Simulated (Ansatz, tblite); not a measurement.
# C25H22S5: rung by rung

The task here is to estimate one member of a computed series from the others.

Program: Ansatz 0.2.0, Gaussian basis. Level of theory: as each input shows. These are calculated values, not measurements.

Levels to be run: GFN1-xTB, GFN2-xTB, PBE-D4/def2-TZVP, r2SCAN-D4/def2-TZVP, PBE-D4/def2-SVP, PBE0-D4/def2-SVP.

1 further run of the same task is left out (set aside as unsound or not needed). Runs told in other sessions of the task aren't counted.

## The relaxed structure

The singlet was relaxed beforehand with r2SCAN-D4/def2-SVP.

52 atoms, charge 0, spin multiplicity 1.

Bond lengths: C1–C2 1.499 Å, C1–H31 1.103 Å, C1–H32 1.099 Å, C1–H33 1.102 Å, C2–C3 1.380 Å, C2–C30 1.423 Å, C3–S4 1.723 Å, C3–H34 1.091 Å, S4–C5 1.752 Å, C5–C6 1.443 Å, C5–C30 1.389 Å, C6–S7 1.747 Å, C6–C28 1.399 Å, S7–C8 1.747 Å, C8–C9 1.439 Å, C8–C27 1.391 Å, C9–S10 1.748 Å, C9–C25 1.400 Å and more. Angles: C2–C1–H31 111.1°, C2–C1–H32 111.4°, C2–C1–H33 111.2°, H31–C1–H32 107.9°, H31–C1–H33 107.1°, H32–C1–H33 108.0°, C1–C2–C3 124.5°, C1–C2–C30 123.9°, C3–C2–C30 111.5°, C2–C3–S4 112.5°, C2–C3–H34 127.7°, S4–C3–H34 119.8°, C3–S4–C5 92.1°, S4–C5–C6 122.7°, S4–C5–C30 109.6°, C6–C5–C30 127.8°, C5–C6–S7 118.4°, C5–C6–C28 130.9° and more.

PBE0-D4/def2-TZVP was run before; its log isn't repeated, and its numbers join the tables.

The first run:

Tight binding, by tblite at 300 K electronic temperature and without a spin-polarisation term:

```python
tblite.interface.Calculator('GFN1-xTB', numbers, positions, charge=0, uhf=0).singlepoint()
```

Tight binding, by tblite at 300 K electronic temperature and without a spin-polarisation term:

```python
tblite.interface.Calculator('GFN2-xTB', numbers, positions, charge=0, uhf=0).singlepoint()
```

start.molden holds the orbitals of an earlier run on this state, given as this run's starting guess.

Input file in.yaml:

```yaml
crystal:
  periodic: [false, false, false]
  atoms:
    - {symbol: C, position_ang: [8.891181, 2.254743, -0.285450]}
    - {symbol: C, position_ang: [8.067294, 1.011642, -0.132212]}
    - {symbol: C, position_ang: [8.586168, -0.261955, -0.018501]}
    - {symbol: S, position_ang: [7.360690, -1.458058, 0.169632]}
    - {symbol: C, position_ang: [6.087191, -0.257488, 0.101555]}
    - {symbol: C, position_ang: [4.688169, -0.600746, 0.184321]}
    - {symbol: S, position_ang: [3.508715, 0.608434, -0.263371]}
    - {symbol: C, position_ang: [2.165292, -0.449521, 0.096214]}
    - {symbol: C, position_ang: [0.791449, -0.042828, -0.033864]}
    - {symbol: S, position_ang: [-0.441573, -1.039702, 0.702579]}
    - {symbol: C, position_ang: [-1.731059, -0.002898, 0.142430]}
    - {symbol: C, position_ang: [-3.119351, -0.283005, 0.394316]}
    - {symbol: S, position_ang: [-4.325118, 0.590001, -0.522567]}
    - {symbol: C, position_ang: [-5.643999, -0.215055, 0.288847]}
    - {symbol: C, position_ang: [-7.027280, 0.083756, 0.010383]}
    - {symbol: S, position_ang: [-8.248708, -0.495962, 1.120836]}
    - {symbol: C, position_ang: [-9.519789, 0.174439, 0.178036]}
    - {symbol: C, position_ang: [-9.035056, 0.823133, -0.932180]}
    - {symbol: C, position_ang: [-7.614387, 0.785004, -1.046685]}
    - {symbol: C, position_ang: [-6.868697, 1.415754, -2.183575]}
    - {symbol: C, position_ang: [-5.138144, -1.119890, 1.214527]}
    - {symbol: C, position_ang: [-3.726034, -1.174489, 1.287161]}
    - {symbol: C, position_ang: [-2.992965, -2.089163, 2.220594]}
    - {symbol: C, position_ang: [-1.192754, 1.063884, -0.570656]}
    - {symbol: C, position_ang: [0.217752, 1.060705, -0.676790]}
    - {symbol: C, position_ang: [0.984719, 2.129179, -1.394568]}
    - {symbol: C, position_ang: [2.647760, -1.679812, 0.530189]}
    - {symbol: C, position_ang: [4.058077, -1.784229, 0.582224]}
    - {symbol: C, position_ang: [4.765549, -3.034192, 1.009044]}
    - {symbol: C, position_ang: [6.645496, 1.004006, -0.063977]}
    - {symbol: H, position_ang: [8.749916, 2.932470, 0.572791]}
    - {symbol: H, position_ang: [9.962631, 2.020146, -0.357140]}
    - {symbol: H, position_ang: [8.603907, 2.814290, -1.190552]}
    - {symbol: H, position_ang: [9.635872, -0.558168, -0.023537]}
    - {symbol: H, position_ang: [-10.555429, 0.055810, 0.495949]}
    - {symbol: H, position_ang: [-9.677521, 1.317872, -1.664571]}
    - {symbol: H, position_ang: [-6.275712, 2.286491, -1.855039]}
    - {symbol: H, position_ang: [-7.569790, 1.763977, -2.955724]}
    - {symbol: H, position_ang: [-6.166330, 0.709125, -2.655211]}
    - {symbol: H, position_ang: [-5.786482, -1.745289, 1.833371]}
    - {symbol: H, position_ang: [-3.695010, -2.572309, 2.915157]}
    - {symbol: H, position_ang: [-2.240053, -1.548342, 2.816621]}
    - {symbol: H, position_ang: [-2.459357, -2.886684, 1.676371]}
    - {symbol: H, position_ang: [-1.816575, 1.849061, -1.005091]}
    - {symbol: H, position_ang: [0.298643, 2.808215, -1.920790]}
    - {symbol: H, position_ang: [1.681812, 1.705774, -2.136002]}
    - {symbol: H, position_ang: [1.586421, 2.736167, -0.697298]}
    - {symbol: H, position_ang: [1.983956, -2.505532, 0.798380]}
    - {symbol: H, position_ang: [5.300426, -3.507116, 0.168087]}
    - {symbol: H, position_ang: [5.513891, -2.834278, 1.792994]}
    - {symbol: H, position_ang: [4.047199, -3.767908, 1.401741]}
    - {symbol: H, position_ang: [6.036974, 1.910571, -0.119010]}
basis:
  gaussian: {orbitals: def2-TZVP, fitting: {mean_field: def2-universal-jkfit}, initial_orbitals: start.molden}
hamiltonian: {xc: pbe, dispersion: d4}
scf: {omitted_lower_state_checks: [starts]}
output: {orbitals: {seedname: orbitals}}
```

On the command line:

```
> ansatz run in.yaml --threads 2 --pin off --events-out ev --progress --plain --max-ram 32768MiB --backend cuda --devices 0, --max-vram 18GiB
```

Among the steps run: PBE-D4/def2-TZVP; r2SCAN-D4/def2-TZVP; PBE-D4/def2-SVP; PBE0-D4/def2-SVP.

One table of the session follows, with a row left open; its other results are not shown here.

It belongs to the step «Binding energy». 

| level | binding an atom (eV) |
| --- | --- |
| PBE-D4/def2-SVP | 5.140 |
| PBE-D4/def2-TZVP | 5.080 |
| r2SCAN-D4/def2-TZVP | 4.918 |
| PBE0-D4/def2-SVP | 5.028 |
| PBE0-D4/def2-TZVP | ? |

Estimate the missing values for PBE0-D4/def2-TZVP.

**Answer.** binding an atom (eV): 4.968. In the column «binding an atom (eV)» it lies between r2SCAN-D4/def2-TZVP (4.918) and PBE0-D4/def2-SVP (5.028).

To keep in mind: Free atoms were run apart at each level; binding is atoms less cluster, divided by the number of atoms, without zero-point or spin-orbit terms.
